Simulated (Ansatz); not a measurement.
# Cd3Te2Se: one candidate of a structure search, part 2 of 2

Where does this trial cell of Cd3Te2Se go when cell and atoms are let free, and does the end survive a random kick?

Ansatz 0.2.0; DFT PBE, scalar-relativistic, plane waves, PAW.

### 5 Random kick, then relaxation

Atoms are moved at random (σ = 0.15 Å a coordinate) and the cell is strained at random (σ = 1.5 % a component).

The input, input.yaml:

```yaml
crystal:
  lattice:
    - [2.3387598409, -3.9296360571, 0.0099248466]
    - [-6.8835277872, -3.8529916919, -0.0216943343]
    - [-0.0387033256, 0.0057103072, -11.3820237414]
  atoms:
    - { symbol: Cd, position: [-0.0146903007, -0.0298564521, -0.0095228648] }
    - { symbol: Cd, position: [0.4646304906, 0.4890815375, 0.0063419475] }
    - { symbol: Cd, position: [0.5151684283, 0.8409574094, 0.3331574765] }
    - { symbol: Cd, position: [0.0468035483, 0.3188586089, 0.3463280705] }
    - { symbol: Cd, position: [0.0879259761, 0.6377331879, 0.6670774081] }
    - { symbol: Cd, position: [0.4501688932, 0.1651716301, 0.6512408604] }
    - { symbol: Te, position: [-0.0257305573, 0.0164106635, 0.243370319] }
    - { symbol: Te, position: [0.5145996509, 0.5197098302, 0.2695854289] }
    - { symbol: Te, position: [-0.0135525316, 0.6857503366, 0.8995758189] }
    - { symbol: Te, position: [0.4592738291, 0.1734897844, 0.9061446684] }
    - { symbol: Se, position: [0.4932214315, 0.8531900582, 0.6028895622] }
    - { symbol: Se, position: [0.0221811416, 0.3295034055, 0.5838133043] }
basis:
  ecutwfc: 420
kpoints:
  mp_grid: { grid: [6, 4, 2] }
hamiltonian:
  xc: pbe
scf:
  occupations: { method: gaussian, width: 0.2 }
  lower_state_search: "off"
output:
  forces: true
  stress: true
  eigenvalues: true
relax:
  adjacent_minimum: "off"
  f_tol: 0.025
  max_steps: 60
  cell: { stress_tol: 0.25 }
```

Run with:

```sh
> ansatz run input.yaml --threads 4 --pin off --max-ram 8192MiB --backend cpu --events-out ev --progress --plain --runs-dir out
```

Standard output:

```text
Warning: RAYON_NUM_THREADS=4 ignored (pool sized by the plan → 4); use --threads N
Engine: ansatz 0.2.0, aarch64-unknown-linux-gnu
Pseudopotentials: kind: paw
Pseudopotential: Cd, paw, valence charge 20, recommended cutoff 420 eV (normal), Cd.paw.azcp
Pseudopotential: Te, paw, valence charge 16, recommended cutoff 420 eV (normal), Te.paw.azcp
Pseudopotential: Se, paw, valence charge 16, recommended cutoff 420 eV (normal), Se.paw.azcp
Functional definition: PBE
  parameter kappa = 0.804
  parameter beta = 0.06672455060314922
  exchange = pbe_x(kappa = kappa, mu = beta*pi^2/3)
  correlation = pbe_c(beta = beta)
Crystal: 12 atoms, lattice volume = 410.442 Å³
Basis set: ecut = 420 eV, 8029 PW (Γ), exchange–correlation on 64×108×160 points (8 copies of the dense FFT grid, shifted against one another)
Bands: 130, of which v1, the nominal top of the filled ones, is band 108 counted from 1 (107 counted from 0)
Symmetry: 1 space group operations
Space group: P1 (ITA 1), of the structure as read, at distance tolerance 7.4e-5 Å
k-points: 28 of 48 (time reversal used)
Non-local potential: Cd, projectors of the file, l = 0: 3, l = 1: 2, l = 2: 2, l = 3: 1
Non-local potential: Te, projectors of the file, l = 0: 2, l = 1: 2, l = 2: 2, l = 3: 2
Non-local potential: Se, projectors of the file, l = 0: 2, l = 1: 2, l = 2: 3, l = 3: 1
PAW form: soft (Blöchl's): semilocal exchange-correlation on the pseudo side does not see the compensation charge
PAW one-centre angular grid: Cd, 590 points (default); XC on 64 Gauss nodes
PAW one-centre angular grid: Te, 590 points (default); XC on 64 Gauss nodes
PAW one-centre angular grid: Se, 590 points (default); XC on 64 Gauss nodes
Initial density: superposition of atomic densities (neutral atoms: chi_scale 0, normalization atom), corrected by the library's trained network
Initial wavefunctions: pseudopotential atomic-orbital guess
Functional: x = pbe(κ = 0.804, μ = 0.2195149727645171), c = pbe(β = 0.06672455060314922)
SCF iter   1: F=—  HF=-88389.148193 eV  |F-HF|=—  |Δ(HF+E_count)|=         —  Δρ=1.23e-3  dr2=1.83e-2  ethr=1.77e-3  ⟨swp⟩=6.7  Hψ=13639  notcnv=0
preconditioner: auto → Resta (q_TF=auto, 2.451 Å⁻¹)  ε∞=3.9  [insulator: Δε(μ)=0.343 eV  Ē_g=11.208 eV  σ=0.200 eV  W_gap=0.76  n_scr=106 (ndim 8)  ℏωp=19.0 eV  f_vac=0.210  D(μ)=0.17/eV (n_scr^D=0)  ε∞_Penn≈3.9]
SCF iter   2: F=—  HF=-88389.148984 eV  |F-HF|=—  |Δ(HF+E_count)|=   7.90e-4  Δρ=7.19e-4  dr2=4.80e-3  ethr=8.46e-6  ⟨swp⟩=2.0  Hψ=5713  notcnv=0
SCF iter   3: F=—  HF=-88389.148652 eV  |F-HF|=—  |Δ(HF+E_count)|=   3.31e-4  Δρ=2.20e-4  dr2=3.09e-4  ethr=2.22e-6  ⟨swp⟩=2.0  Hψ=4667  notcnv=0
SCF iter   4: F=—  HF=-88389.148776 eV  |F-HF|=—  |Δ(HF+E_count)|=   1.23e-4  Δρ=1.00e-4  dr2=7.67e-5  ethr=1.43e-7  ⟨swp⟩=2.0  Hψ=4783  notcnv=0
SCF iter   5: F=—  HF=-88389.149033 eV  |F-HF|=—  |Δ(HF+E_count)|=   2.57e-4  Δρ=4.54e-5  dr2=1.30e-5  ethr=3.55e-8  ⟨swp⟩=2.0  Hψ=4723  notcnv=0
SCF iter   6: F=—  HF=-88389.149047 eV  |F-HF|=—  |Δ(HF+E_count)|=   1.37e-5  Δρ=1.56e-5  dr2=1.42e-6  ethr=6.00e-9  ⟨swp⟩=2.0  Hψ=6235  notcnv=0
SCF iter   7: F=—  HF=-88389.149048 eV  |F-HF|=—  |Δ(HF+E_count)|=   1.69e-6  Δρ=5.55e-6  dr2=2.26e-7  ethr=6.56e-10  ⟨swp⟩=2.0  Hψ=6067  notcnv=0
SCF iter   8: F=-88389.149049 eV  HF=-88389.149049 eV  |F-HF|=3.11e-8  |Δ(HF+E_count)|=   3.27e-7  Δρ=2.12e-6  dr2=2.92e-8  ethr=4.63e-11  ⟨swp⟩=10.1  Hψ=17683  notcnv=0
SCF 1 converged in 8 iterations: F = -88389.149049 eV  dr2 = 2.92e-8
relax step   1: F+E_penalty+E_count = -88389.14904884 eV  Δ(F+E_penalty+E_count) = +0.000e0 eV  max|allowed force component| = 2.572e0 eV/Å  Δτ_max = 0.0000 Å  P = +1.697 GPa  Ω = 410.442 Å³  (8 SCF iters, dr2 threshold 1.00e-7 eV, accepted)
[... 15 lines left out ...]
relax step   2: F+E_penalty+E_count = -88390.46871381 eV  Δ(F+E_penalty+E_count) = -1.320e0 eV  max|allowed force component| = 5.208e-1 eV/Å  Δτ_max = 0.1947 Å  P = -0.174 GPa  Ω = 413.191 Å³  energy of the carried Pulay correction = -5.585e-4 eV  (8 SCF iters, dr2 threshold 1.20e-6 eV, accepted)
[... 12 lines left out ...]
relax step   3: F+E_penalty+E_count = -88390.69672582 eV  Δ(F+E_penalty+E_count) = -2.280e-1 eV  max|allowed force component| = 3.074e-1 eV/Å  Δτ_max = 0.1941 Å  P = +0.109 GPa  Ω = 407.005 Å³  energy of the carried Pulay correction = +7.069e-4 eV  (7 SCF iters, dr2 threshold 1.20e-6 eV, accepted)
[... 12 lines left out ...]
relax step   4: F+E_penalty+E_count = -88390.75471070 eV  Δ(F+E_penalty+E_count) = -5.798e-2 eV  max|allowed force component| = 5.514e-2 eV/Å  Δτ_max = 0.2000 Å  P = +0.087 GPa  Ω = 407.111 Å³  energy of the carried Pulay correction = +6.850e-4 eV  (7 SCF iters, dr2 threshold 1.20e-6 eV, accepted)
[... 12 lines left out ...]
relax step   5: F+E_penalty+E_count = -88390.76129055 eV  Δ(F+E_penalty+E_count) = -6.580e-3 eV  max|allowed force component| = 1.277e-2 eV/Å  Δτ_max = 0.0380 Å  P = +0.029 GPa  Ω = 407.890 Å³  energy of the carried Pulay correction = +5.241e-4 eV  (7 SCF iters, dr2 threshold 1.90e-7 eV, accepted)
[... 10 lines left out ...]
relax step   6: F+E_penalty+E_count = -88390.76073008 eV  Δ(F+E_penalty+E_count) = +5.605e-4 eV  max|allowed force component| = 1.278e-2 eV/Å  Δτ_max = 0.0000 Å  P = +0.030 GPa  Ω = 407.890 Å³  stress off target by 4.55e-2 GPa  SCF on the basis re-selected at this cell (its energy is not comparable with the rows above)  (5 SCF iters)
basis re-selected at this cell: Δ(F+E_penalty+E_count) = +5.605e-4 eV, ΔP = +0.001 GPa vs the last step (what re-selecting the basis moved, of the pressure what is left beyond the Pulay correction that the steps carried, after the strain that the cell walked since its last selection, with what the two solves' SCF thresholds leave and, on support functions, any second-order correction that the steps lacked; it is no measure of the basis error at this ecutwfc). The dense FFT grid was sized anew with the basis: this SCF ran on 32×54×75 points, the steps before it on 32×54×80, so part of this shift can come from that change (see relax.cell in the input reference). This SCF's stress stands 4.55e-2 GPa from its target on what of the cell is left free (relax.cell.stress_tol is 2.50e-1 GPa) and its largest allowed force component is 1.28e-2 eV/Å (relax.f_tol is 2.50e-2 eV/Å): within both
SCF converged after 5 iterations
Free energy (F): -88390.760730 eV
Harris-Foulkes:  -88390.760730 eV  (|F-HF|=3.43e-9)
Internal energy: -88390.754992 eV  (E = F + TS)
E sigma→0 (E₀):  -88390.757861 eV
Entropy (-TS):   -0.005738 eV (-0.478 meV/atom)
Fermi energy:    6.975574 eV
--- Per-component energies (eV) ---
  E_band       = -5086.535246
  E_kinetic    = 3983.467422
  E_local      = -35410.412518  (includes V_loc(G=0)·N_el)
  E_nonlocal   = -2230.903004
  E_hartree    = 17418.489643
  E_xc         = -1762.727880
  E_vxc        = -1938.168199  (∫ρ·V_xc dr)
  E_paw        = -46974.256796  (= ΣΔE_a)
  E_vpaw       = -4327.500873  (= ΣTr[D̂ρ^β])
  E_aug_tail   = -0.001789  (compensation charges beyond the density's cutoff)
  E_ewald      = -23414.410070
  E_smearing   = -0.005738  (= −TS)
  E_closure    = 0.000000  (closes the sum)
  Σ components = -88390.760730   (vs F -88390.760730, Δ=0.00e0)
--- Forces (eV/Å), atoms counted from 1 ---
  atom   1  Cd     0.00017187     0.00055147    -0.00774048
  atom   2  Cd     0.00179233    -0.00111103    -0.00525206
  atom   3  Cd     0.00271366    -0.00210196     0.00356031
  atom   4  Cd    -0.00200814     0.00359030     0.00028806
  atom   5  Cd    -0.00147638     0.00459129     0.00928955
  atom   6  Cd     0.00211563    -0.00116446     0.00936952
  atom   7  Te     0.00074327    -0.00153215     0.00836988
  atom   8  Te    -0.00102929     0.00208039     0.00998534
  atom   9  Te    -0.00105354    -0.00322297    -0.00148410
  atom  10  Te     0.00037612    -0.00156459    -0.00106742
  atom  11  Se    -0.00038193     0.00092337    -0.01253614
  atom  12  Se    -0.00196276    -0.00104215    -0.01278419
  max |Σ_I F_I| component: 2.48e-6 eV/Å
--- Stress (GPa, compression-positive) ---
        0.030099       0.000802      -0.009579
        0.000802       0.020178       0.001273
       -0.009579       0.001273       0.039468
  P = ⅓ Tr σ = 0.0299 GPa (0.299 kbar)
--- Band table (eV; the first three rows and the last of 28) ---
  k-point 0: bands = ["-95.2500", "-95.2494", "-95.2040", "-95.2037", "-95.1442", "-95.1437", "-56.3278", "-56.3271", "-56.3106", "-56.3101", "-56.3101", "-56.3095", "-56.2666", "-56.2662", "-56.2661", "-56.2660", "-56.2659", "-56.2657", "-56.2140", "-56.2135", "-56.2134", "-56.2129", "-56.1967", "-56.1963", "-40.1982", "-40.1982", "-40.1977", "-40.1977", "-40.1836", "-40.1832", "-40.1828", "-40.1827", "-40.1811", "-40.1804", "-29.1134", "-29.1130", "-29.1086", "-29.1082", "-29.1079", "-29.1077", "-29.1029", "-29.1026", "-29.0986", "-29.0985", "-29.0983", "-29.0979", "-29.0974", "-29.0971", "-29.0968", "-29.0966", "-29.0865", "-29.0864", "-29.0863", "-29.0859", "-5.6097", "-5.4398", "-4.0392", "-3.8713", "-3.7357", "-3.6807", "-1.3557", "-1.3554", "-1.3414", "-1.2998", "-1.2981", "-1.2977", "-1.2749", "-1.2484", "-1.2480", "-1.2458", "-1.2383", "-1.1991", "-1.1753", "-1.1610", "-1.1346", "-1.1344", "-1.1241", "-1.1152", "-1.0940", "-1.0939", "-1.0775", "-1.0747", "-1.0424", "-1.0402", "-1.0401", "-1.0257", "-0.9910", "-0.8660", "-0.7356", "-0.6545", "2.6863", "2.7366", "2.8329", "3.2796", "3.3437", "4.8694", "4.9333", "5.1696", "5.2467", "5.6235", "5.7433", "5.7491", "5.8821", "6.3684", "6.3760", "6.5896", "6.7907", "6.7956", "7.0475", "8.6087", "8.9498", "9.2783", "9.5367", "9.6152", "9.6743", "11.4820", "11.6727", "11.6815", "11.6845", "11.8499", "12.2170", "12.2265", "12.3416", "12.3503", "12.5941", "12.7130", "12.8803", "13.1187", "13.1436", "13.6010"]
[... 3 lines left out ...]
--- Relaxed structure (5 steps of the walk, 5 accepted, 1 SCFs on fresh bases) ---
  F+E_penalty+E_count = -88390.76073008 eV   max|allowed force component| = 1.278e-2 eV/Å   (the final SCF, on the basis selected at the relaxed cell)
  cell:  # Å, volume = 407.8896 Å³
    - [2.2923728191879995, -3.970993738884264, 0.0012401768401294668]
    - [-6.868381697079805, -3.965790300636546, -0.005067582763071201]
    - [-0.00778551914687417, -0.0010219995732797518, -11.216434805758148]
  atoms:
    - { symbol: Cd, position: [-0.0004614300526831339, -0.00019392379923537388, 0.0003246571623432715] }
    - { symbol: Cd, position: [0.49865002731443714, 0.5000041696653109, 0.0007271463195983279] }
    - { symbol: Cd, position: [0.4988555123690184, 0.8336601082474862, 0.3463707551859737] }
    - { symbol: Cd, position: [0.0018404804876703765, 0.33330930371581774, 0.3460801960102559] }
    - { symbol: Cd, position: [0.0015668646614764557, 0.6665794989602816, 0.6538264722574608] }
    - { symbol: Cd, position: [0.499951174218839, 0.16679912269071473, 0.6539320493756938] }
    - { symbol: Te, position: [-0.0009780213774880813, -8.660647153365173e-6, 0.2548019107995181] }
    - { symbol: Te, position: [0.5013336866525249, 0.5002095091040306, 0.2550791657184824] }
    - { symbol: Te, position: [-0.0012451008404158234, 0.6663866301819307, 0.9092276647495671] }
    - { symbol: Te, position: [0.499354910943211, 0.1666667873034039, 0.9093029600451097] }
    - { symbol: Se, position: [0.5009482502309526, 0.8333637017972739, 0.5852635918091437] }
    - { symbol: Se, position: [0.00018364539245821818, 0.33322375288013856, 0.5850654304668532] }
```

Run time: 5.3 min. Hardware: 4 threads of Arm Neoverse V2, shared host; peak memory 1.8 GiB.

Relaxation path:

```
step  energy from step 1 (eV/cell)  largest force component (eV/Å)  pressure (GPa)  volume (Å³)
   1                        0.0000                          2.5725            1.70       410.44
   2                       -1.3197                          0.5208           -0.17       413.19
   3                       -1.5477                          0.3074            0.11       407.01
   4                       -1.6057                          0.0551            0.09       407.11
   5                       -1.6122                          0.0128            0.03       407.89
   6                       -1.6117                          0.0128            0.03       407.89
```

Step 1 is the start. Step 6 repeats the geometry before it on a plane-wave basis chosen anew for that cell, so its energy need not be comparable with the rows above.

|  | before | after | change |
| --- | --- | --- | --- |
| a (Å) | 4.573 | 4.585 | +0.3 % |
| b (Å) | 7.889 | 7.931 | +0.5 % |
| c (Å) | 11.382 | 11.216 | -1.5 % |
| α (°) | 89.69 | 89.93 | +0.3 % |
| β (°) | 90.25 | 90.03 | -0.2 % |
| γ (°) | 91.52 | 89.99 | -1.7 % |
| volume (Å³/atom) | 34.20 | 33.99 | -0.6 % |
| shortest distance (Å) | 2.476 | 2.680 | +8.2 % |
| space group (0.01 Å) | P1 | P1 | same |

Against the unmoved cell on the same mesh the energy changed by 0.0 meV/atom and the volume by -0.1 %. At a tolerance of 0.1 Å, which suits this loose relaxation, its space group is P3m1.

### 6 Results

What follows sums up all 2 parts.

```
                              quantity                                                                        value
symmetry at the end (tolerance 0.02 Å)                                                   space group P3m1 (No. 156)
                     conventional cell  a = 4.583 Å, b = 4.583 Å, c = 11.219 Å, α = 90.00°, β = 90.00°, γ = 120.00°
                                volume                                                                34.01 Å³/atom
              energy over the elements                                                                -0.51 eV/atom
                       gap on the mesh                                                                      0.25 eV
```

**Reading.** The space group P3m1 (No. 156) is kept, at nearly the size of the first guess. It lies below the elements, which doesn't yet make it stable: competing phases were not computed in this session. The kicked cell came back to the same energy, so the end is stable against the distortions that fit this cell and this draw; modes that don't fit the cell aren't tested. Spin-orbit coupling is left out, which matters for the bands of Te.
